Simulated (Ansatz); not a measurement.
The system is CsLiCr2Te2S3.

```
CELL_PARAMETERS angstrom
7.28959 -2.10433 0.01772
7.28959 2.10433 0.01772
-2.53315 0.00000 7.28100
ATOMIC_POSITIONS crystal
Cs 0.50000 0.50000 0.00000
Li 0.00000 0.00000 0.50000
Cr 0.32870 0.32870 0.43300
Cr 0.67130 0.67130 0.56700
Te 0.80672 0.80672 0.17427
Te 0.19328 0.19328 0.82573
S 0.16358 0.16358 0.39713
S 0.83642 0.83642 0.60287
S 0.50000 0.50000 0.50000
```

The cell was built by a generator and needn't be a form met in nature.

```yaml
Program: Ansatz 0.2.0
Task: relaxation of cell and atoms
Functional: RPBE
Potentials_or_basis: Ansatz PAW
Cutoff: "420 eV (not typed: the program's choice for these potentials)"
k_mesh: 5 × 5 × 3
Occupations: fermi-dirac, width 0.05 eV
Spin: collinear spin, ferromagnetic start
Starting_moments: "[0.0, 0.0, 3.0, 3.0, 0.0, 0.0, 0.0, 0.0, 0.0] μB"
```

At the start: volume 24.84 Å³/atom.

How do energy, volume and symmetry change on relaxing?

It ends after 7 steps and the volume is 26.61 Å³/atom (+7.1 %); space group C2/m (No. 12, to 0.05 Å); moment 5.28 μB per cell.

Step by step:
```csv
step,energy change (eV),largest force (eV/Å),volume (Å³)
1,0.0000,0.1162,223.57
2,-0.0662,0.0874,232.57
3,-0.0793,0.0529,237.00
4,-0.0824,0.0321,239.01
5,-0.0833,0.0335,239.69
6,-0.0836,0.0090,239.46
7,-0.0860,0.0088,239.46
```

Final structure:
```xyz
9
Lattice="7.3961 -2.1476 0.0381 7.3961 2.1476 0.0381 -2.5504 0.0000 7.5247" Properties=species:S:1:pos:R:3 pbc="T T T"
Cs    7.3961    0.0000    0.0381
Li   -1.2752    0.0000    3.7624
Cr    3.7612    0.0000    3.2712
Cr    8.4807    0.0000    4.3297
Te   11.4312    0.0000    1.4326
Te    0.8106    0.0000    6.1684
S     1.4122    0.0000    3.0802
S    10.8296    0.0000    4.5207
S     6.1209    0.0000    3.8005
```

Caveat: the plane-wave basis is chosen anew once the cell has moved, so the energies of steps on either side of that aren't comparable; only a ferromagnetic start was run, and an antiferromagnetic order may lie lower in energy; the PAW data sets come from PBE, with cores solved anew for the run's functional, which leaves a small shift of forces and pressure.
